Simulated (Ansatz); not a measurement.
# SiGeO (singlet): the correlation ladder, cc-pVDZ

The task here is to estimate one member of a computed series from the others.

The runs use Ansatz 0.2.0, Gaussian basis; cc-pVDZ, core rule «outside noble gas», up to 20 orbitals frozen.

Plan: UHF; CCSD(T) on RHF; CCSD(T) on UHF; BCCD(T) on RHF; CISD; CCSDT(Q) on RHF; CCSDT(Q) on UHF; CASSCF and MRCISD+Q, 12 electrons in 11 orbitals; CASSCF and NEVPT2, 12 electrons in 11 orbitals.

26 further runs of the same task are left out: 4 for a known fault of the program, 11 that didn't finish, 11 set aside as unsound or not needed.

### What is computed

The geometry is a PBE0/def2-TZVP stationary point (not a proven minimum) of the parent state, kept for this charge and spin. No spin-orbit coupling is included. The filled d shell of Ge may be among the frozen orbitals whatever the setting's name suggests; the logs give the count.

3 atoms, charge 0, spin multiplicity 1.

Atoms are counted from 1 here; the program's logs count them from 0.

Bond lengths: Ge1–Si2 2.335 Å, Si2–O3 1.514 Å. Angles: Ge1–Si2–O3 180.0°.

The first run:

Input file in.yaml:

```yaml
crystal:
  periodic: [false, false, false]
  atoms:
    - {symbol: Ge, position_ang: [0.000000, 0.000000, 2.061200]}
    - {symbol: Si, position_ang: [0.000000, 0.000000, -0.273700]}
    - {symbol: O, position_ang: [0.000000, 0.000000, -1.787500]}
basis:
  gaussian: {orbitals: cc-pVDZ}
magnetization: {spin_polarized: true, initial_magnetization: 0}
hamiltonian: {xc: hf}
output: {orbitals: {seedname: orbitals}}
```

Launch:

```
ansatz run in.yaml --threads 1 --pin off --events-out ev --progress --plain --max-ram 2393MiB
```

Among the steps run: UHF; CCSD(T) on RHF; CCSD(T) on UHF; BCCD(T) on RHF; CISD; CCSDT(Q) on RHF; CCSDT(Q) on UHF; CASSCF and MRCISD+Q, 12 electrons in 11 orbitals; CASSCF and NEVPT2, 12 electrons in 11 orbitals.

One of the session's tables, all rows but one given; the rest of the session is left out.

```
          method  from RCCSDT(Q) (meV)
             RHF              +10557.5
             UHF               +9617.1
            RMP2               +1216.1
            UMP2                +628.1
            CISD               +1895.5
           RCCSD                +708.6
           UCCSD                +156.6
        RCCSD(T)                +229.6
        UCCSD(T)                -322.9
         BCCD(T)                +219.1
          RCCSDT                     ?
          UCCSDT                -507.0
       RCCSDT(Q)                     0
       UCCSDT(Q)                -655.2
  CASSCF valence               +6497.2
  NEVPT2 valence               +1656.5
  MRCISD valence                +865.3
MRCISD+Q valence                +346.7
```

**Question.** Estimate the row for RCCSDT.

As computed: from RCCSDT(Q) (meV): +134.3. In the column «from RCCSDT(Q) (meV)» it lies between RCCSDT(Q) (0) and UCCSD (+156.6).

The program flags UCCSD(T), RCCSDT(Q), UCCSDT(Q) as in doubt (see the logs), so the zero of the table is itself unsure.

Caveats from the session: The determinant is far from a pure spin state, so its energy mixes those of several spin states (harmless only where they are near-degenerate, as at dissociation). The report flags that the cluster equations may have other roots. The program flags UCCSD(T), RCCSDT(Q), UCCSDT(Q) as in doubt, so the zero of the table is itself unsure. Warnings: restricted reference is unstable; spin contamination; large T1 diagnostic. Restricted and unrestricted rows rest on different reference determinants; where their highest levels disagree by more than a few hundredths of an eV, they describe different states and don't form one ladder.
